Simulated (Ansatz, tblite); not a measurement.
**Hg6Se6 wurtzite hole sphere (Hg6Se6): a ladder of methods and basis sets**

The task here is to estimate one member of a computed series from the others.

The runs use Ansatz 0.2.0, Gaussian basis; as each input shows.

Levels to be run: GFN1-xTB, GFN2-xTB, PBE-D4/def2-TZVP, r2SCAN-D4/def2-TZVP, HF/def2-TZVP, revPBE-D4/def2-TZVP, B2PLYP/def2-TZVP, PBE-D4/def2-SVP, PBE0-D4/def2-SVP, MP2/def2-TZVP, RPA/def2-TZVP.

## The relaxed structure

The geometry is that of the singlet, from an earlier relaxation (PBE-D4/def2-SVP).

12 atoms, charge 0, spin multiplicity 1.

Bond lengths: Se1–Hg2 2.562 Å, Se1–Hg7 2.562 Å, Hg2–Se5 2.562 Å, Hg3–Se4 2.562 Å, Hg3–Se8 2.562 Å, Se4–Hg6 2.562 Å, Se5–Hg10 2.562 Å, Hg6–Se12 2.562 Å, Hg7–Se9 2.562 Å, Se8–Hg11 2.562 Å, Se9–Hg10 2.562 Å, Hg11–Se12 2.562 Å. Angles: Hg2–Se1–Hg7 82.4°, Se1–Hg2–Se5 157.4°, Se4–Hg3–Se8 157.4°, Hg3–Se4–Hg6 82.4°, Hg2–Se5–Hg10 82.4°, Se4–Hg6–Se12 157.4°, Se1–Hg7–Se9 157.4°, Hg3–Se8–Hg11 82.4°, Hg7–Se9–Hg10 82.4°, Se5–Hg10–Se9 157.4°, Se8–Hg11–Se12 157.4°, Hg6–Se12–Hg11 82.4°.

Coordinates:

```xyz
12

Se   -0.0134   -2.9042   -1.5908
Hg   -1.6960   -0.9725   -1.5372
Hg   -0.0011   -1.9470    1.5472
Se   -2.5121   -1.4406    1.6059
Se   -2.5132    1.4554   -1.5905
Hg   -1.6810    0.9825    1.5472
Hg    1.6810   -0.9825   -1.5472
Se    2.5132   -1.4554    1.5907
Se    2.5122    1.4406   -1.6060
Hg    0.0011    1.9470   -1.5473
Hg    1.6959    0.9725    1.5373
Se    0.0134    2.9042    1.5908
```

Hg takes a core potential in the def2 sets. No spin-orbit coupling is included.

PBE0-D4/def2-TZVP was run before; its log isn't repeated, and its numbers join the tables.

Set-up of the first run:

Tight binding, by tblite at 300 K electronic temperature and without a spin-polarisation term:

```python
tblite.interface.Calculator('GFN1-xTB', numbers, positions, charge=0, uhf=0).singlepoint()
```

Tight binding, by tblite at 300 K electronic temperature and without a spin-polarisation term:

```python
tblite.interface.Calculator('GFN2-xTB', numbers, positions, charge=0, uhf=0).singlepoint()
```

start.molden holds the orbitals of an earlier run on this state, given as this run's starting guess.

in.yaml reads:

```yaml
crystal:
  periodic: [false, false, false]
  atoms:
    - {symbol: Se, position_ang: [-0.013350, -2.904156, -1.590776]}
    - {symbol: Hg, position_ang: [-1.695968, -0.972511, -1.537201]}
    - {symbol: Hg, position_ang: [-0.001124, -1.947038, 1.547227]}
    - {symbol: Se, position_ang: [-2.512145, -1.440569, 1.605861]}
    - {symbol: Se, position_ang: [-2.513187, 1.455389, -1.590532]}
    - {symbol: Hg, position_ang: [-1.681001, 0.982490, 1.547159]}
    - {symbol: Hg, position_ang: [1.680971, -0.982462, -1.547222]}
    - {symbol: Se, position_ang: [2.513188, -1.455361, 1.590680]}
    - {symbol: Se, position_ang: [2.512152, 1.440551, -1.606014]}
    - {symbol: Hg, position_ang: [0.001142, 1.947029, -1.547252]}
    - {symbol: Hg, position_ang: [1.695930, 0.972483, 1.537295]}
    - {symbol: Se, position_ang: [0.013392, 2.904156, 1.590764]}
basis:
  gaussian: {orbitals: def2-TZVP, fitting: {mean_field: def2-universal-jkfit}, initial_orbitals: start.molden}
hamiltonian: {xc: pbe, dispersion: d4}
scf: {omitted_lower_state_checks: [starts]}
output: {orbitals: {seedname: orbitals}}
```

Command:

```console
ansatz run in.yaml --threads 2 --pin off --events-out ev --progress --plain --max-ram 20480MiB --backend cuda --devices 0, --max-vram 18GiB
```

Among the steps run: PBE-D4/def2-TZVP; r2SCAN-D4/def2-TZVP; HF/def2-TZVP; revPBE-D4/def2-TZVP; B2PLYP/def2-TZVP; PBE-D4/def2-SVP; PBE0-D4/def2-SVP; MP2/def2-TZVP; RPA/def2-TZVP.

One table of the session follows, with a row left open; its other results are not shown here.

It belongs to the step «Binding energy». 

```
              level  binding an atom (eV)
       HF/def2-TZVP                 0.531
    PBE-D4/def2-SVP                 1.458
   PBE-D4/def2-TZVP                 1.544
revPBE-D4/def2-TZVP                     ?
r2SCAN-D4/def2-TZVP                 1.523
   PBE0-D4/def2-SVP                 1.395
  PBE0-D4/def2-TZVP                 1.497
   B2PLYP/def2-TZVP                 1.277
      RPA/def2-TZVP                 1.169
      MP2/def2-TZVP                 1.436
```

Estimate the missing values for revPBE-D4/def2-TZVP.

**Answer.** binding an atom (eV): 1.404. In the column «binding an atom (eV)» it lies between PBE0-D4/def2-SVP (1.395) and MP2/def2-TZVP (1.436).

Caveats from the session: Free atoms were run apart at each level; binding is atoms less cluster, divided by the number of atoms, without zero-point or spin-orbit terms.
